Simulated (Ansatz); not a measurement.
BaScO2F, space group P4/mmm, a frozen displacement of one atom

With the Ansatz DFT code, driven from Python.

Run as a notebook:

**Cell 1**
```python
import warnings

import ansatz as az
import numpy as np
```

**Cell 2**
```python
warnings.simplefilter("ignore", az.DeckWarning)
```

**Cell 3**
```python
basco2f = (
    az.Lattice.of((4.206947, 0.0, 0.0), (0.0, 4.206947, 0.0), (0.0, 0.0, 4.211413))
    .atom("Ba", (0.5, 0.5, 0.5))
    .atom("Sc", (0.0, 0.0, 0.0))
    .atom("O", (0.5, 0.0, 0.0))
    .atom("O", (0.0, 0.5, 0.0))
    .atom("F", (0.0, 0.0, 0.5))
)
```

**Cell 4**
```python
inverse = np.linalg.inv(np.array(basco2f.lattice.vectors))
home = np.array(basco2f.sites[0].position)
values = np.linspace(-0.05, 0.05, 5)
energies, pulls = [], []
for shift in values:
    moved = basco2f.move(0, to=home + shift * inverse[1])
    model = (
        moved.calculation()
        .functional("pbesol")
        .basis(21 * az.Ha)
        .kpoints(6, 6, 6)
        .occupations("Fixed")
        .forces()
    )
    r = model.run(threads=1, pin="off").report
    energies.append(r["free_energy_ev"])
    pulls.append(r["forces_ev_ang"][0][1])
```

**Cell 5**
```python
print("shift (A)   dE (eV)   force along y (eV/A)")
for shift, e, f in zip(values, energies, pulls):
    print(f"{shift:8.3f} {e - energies[2]:10.5f} {f:12.4f}")
print(f"stiffness from energies {2 * np.polyfit(values, energies, 2)[0]:.3f}, from forces {-np.polyfit(values, pulls, 1)[0]:.3f} eV/A^2")
```
Output:
```text
shift (A)   dE (eV)   force along y (eV/A)
  -0.050    0.00341       0.1368
  -0.025    0.00085       0.0682
   0.000    0.00000       0.0000
   0.025    0.00085      -0.0682
   0.050    0.00341      -0.1368
stiffness from energies 2.732, from forces 2.735 eV/A^2
```

The curvature of the energy gives 2.732 eV/Å² and the slope of the force 2.735 eV/Å², a positive curvature.

Reading the output:
- No spin polarisation was allowed.
- The structure comes from a database of computed cells and needn't be a stable or known phase.
- All periodic images of the atom move with it, so the curvature is one diagonal element of the zone-centre force constants and no normal mode; a positive value doesn't exclude soft modes in which several atoms move.
- Finished in 63 s on 1 thread of Intel(R) Xeon(R) Processor @ 2.30GHz, with other jobs on the host, peak memory 0.65 GiB.
